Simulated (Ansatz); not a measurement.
# Cl₂Ga₂H₄O₂: basis-set convergence

An exercise on one series of results from a longer session: the logs are not shown, and one member is left open.

Method: one geometry, several basis sets; program: Ansatz 0.2.0, Gaussian basis.

Plan: PBE0-D4/def2-SVP; ωB97M-V/def2-SVP; PBE0-D4/def2-QZVPP; ωB97M-V/def2-QZVPP; the functionals' def2-TZVPP values are taken from earlier runs.

### Structure used throughout

An earlier PBE0-D4 in a triple-zeta def2 set relaxation fixed the geometry.

SMILES `[Cl][Ga@H-]1[OH+][Ga@H-]([Cl])[OH+]1`, 10 atoms, charge 0, spin multiplicity 1.

Atoms are counted from 1 here; the program's logs count them from 0.

Bond lengths: Cl1–Ga2 2.155 Å, Ga2–O3 1.942 Å, Ga2–O6 1.942 Å, Ga2–H7 1.547 Å, O3–Ga4 1.942 Å, O3–H8 0.961 Å, Ga4–Cl5 2.155 Å, Ga4–O6 1.942 Å, Ga4–H9 1.547 Å, O6–H10 0.961 Å. Angles: Cl1–Ga2–O3 108.6°, Cl1–Ga2–O6 104.0°, Cl1–Ga2–H7 123.5°, O3–Ga2–O6 81.8°, O3–Ga2–H7 113.8°, O6–Ga2–H7 117.2°, Ga2–O3–Ga4 98.2°, Ga2–O3–H8 117.7°, Ga4–O3–H8 115.6°, O3–Ga4–Cl5 104.0°, O3–Ga4–O6 81.8°, O3–Ga4–H9 117.2°, Cl5–Ga4–O6 108.6°, Cl5–Ga4–H9 123.5°, O6–Ga4–H9 113.8°, Ga2–O6–Ga4 98.2°, Ga2–O6–H10 115.6°, Ga4–O6–H10 117.7°.

Set-up of the first run:

in.yaml reads:

```yaml
crystal:
  periodic: [false, false, false]
  atoms:
    - {symbol: Cl, position_ang: [1.488093, 0.100437, 2.630269]}
    - {symbol: Ga, position_ang: [1.231020, -0.540481, 0.588890]}
    - {symbol: O, position_ang: [-0.622640, -1.058293, 0.330625]}
    - {symbol: Ga, position_ang: [-1.231028, 0.540396, -0.588384]}
    - {symbol: Cl, position_ang: [-1.490948, -0.099214, -2.629765]}
    - {symbol: O, position_ang: [0.623068, 1.057446, -0.331685]}
    - {symbol: H, position_ang: [2.241771, -1.444787, -0.154945]}
    - {symbol: H, position_ang: [-0.796457, -1.888449, -0.121090]}
    - {symbol: H, position_ang: [-2.240368, 1.444836, 0.157288]}
    - {symbol: H, position_ang: [0.797509, 1.888109, 0.118806]}
basis:
  gaussian: {orbitals: def2-SVP}
hamiltonian: {xc: pbe0, dispersion: d4}
output: {orbitals: {seedname: orbitals}}
```

The run is started by

```
ansatz run in.yaml --threads 8 --pin off --events-out ev --progress --plain --max-ram 20889MiB
```

Steps of the session up to this table: PBE0-D4 in def2-SVP; ωB97M-V in def2-SVP; PBE0-D4 in def2-QZVPP; ωB97M-V in def2-QZVPP.

One of the session's tables, all rows but one given; the rest of the session is left out.

```
functional       basis  HOMO (eV)
   PBE0-D4    def2-SVP      -8.59
   PBE0-D4  def2-TZVPP      -8.73
   PBE0-D4  def2-QZVPP      -8.77
   ωB97M-V    def2-SVP     -10.78
   ωB97M-V  def2-TZVPP          ?
   ωB97M-V  def2-QZVPP     -11.03
```

Q: Estimate the row for ωB97M-V, def2-TZVPP from the others.

As computed: HOMO (eV): -10.99. In the column «HOMO (eV)» it lies between ωB97M-V, def2-QZVPP (-11.03) and ωB97M-V, def2-SVP (-10.78).
